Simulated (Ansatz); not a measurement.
Relaxation of a periodic cell of 17 atoms, HC₁₆ (host C, host structure diamond, interstitial H), to a largest force component of 0.03 eV/Å in at most 60 steps.

Method: Ansatz 0.2.0, DFT PBE, scalar-relativistic, plane waves, PAW. Settings: cutoff 420 eV, k mesh 3x3x3, gaussian smearing 0.05 eV, spin collinear.

```xyz
17
Lattice="0.0000 3.5700 3.5700 3.5700 0.0000 3.5700 3.5700 3.5700 0.0000" Properties=species:S:1:pos:R:3
C 0.000 0.000 0.000
C 0.892 0.892 0.892
C 1.785 1.785 0.000
C 2.678 2.678 0.892
C 1.785 0.000 1.785
C 2.678 0.892 2.678
C 3.570 1.785 1.785
C 4.463 2.678 2.678
C 0.000 1.785 1.785
C 0.892 2.678 2.678
C 1.785 3.570 1.785
C 2.678 4.463 2.678
C 1.785 1.785 3.570
C 2.678 2.678 4.463
C 3.570 3.570 3.570
C 4.463 4.463 4.463
H 5.332 5.326 5.363
```

Q: Where does it end, and by what steps?

A: The run converged. Limits of this set-up: a small cell, in which the defect meets its images, a typed lattice constant that wasn't relaxed here. After 3 steps the energy has fallen by 0.077 eV; H17 moved furthest, 0.04 Å.

| step | energy less start (eV) | largest force component (eV/Å) | accepted |
| --- | --- | --- | --- |
| 0 | 0.0000 | 1.236 | yes |
| 1 | -0.0633 | 0.418 | yes |
| 2 | -0.0763 | 0.062 | yes |
| 3 | -0.0772 | 0.003 | yes |

```xyz
17
Lattice="0.0000 3.5700 3.5700 3.5700 0.0000 3.5700 3.5700 3.5700 0.0000" Properties=species:S:1:pos:R:3
C -0.001 -0.002 0.000
C 0.894 0.894 0.896
C 1.784 1.783 0.021
C 2.673 2.673 0.896
C 1.784 0.019 1.785
C 2.673 0.894 2.675
C 3.548 1.783 1.785
C 4.459 2.678 2.680
C 0.020 1.783 1.785
C 0.894 2.673 2.675
C 1.784 3.547 1.785
C 2.679 4.458 2.680
C 1.784 1.783 3.549
C 2.679 2.678 4.461
C 3.569 3.568 3.570
C 4.459 4.458 4.461
H 5.353 5.353 5.355
```

Whether the end is a true minimum wasn't checked by a vibrational analysis.

The run took 19 s on 2 threads of Arm Neoverse V2, on a shared host, peak memory 0.39 GiB.
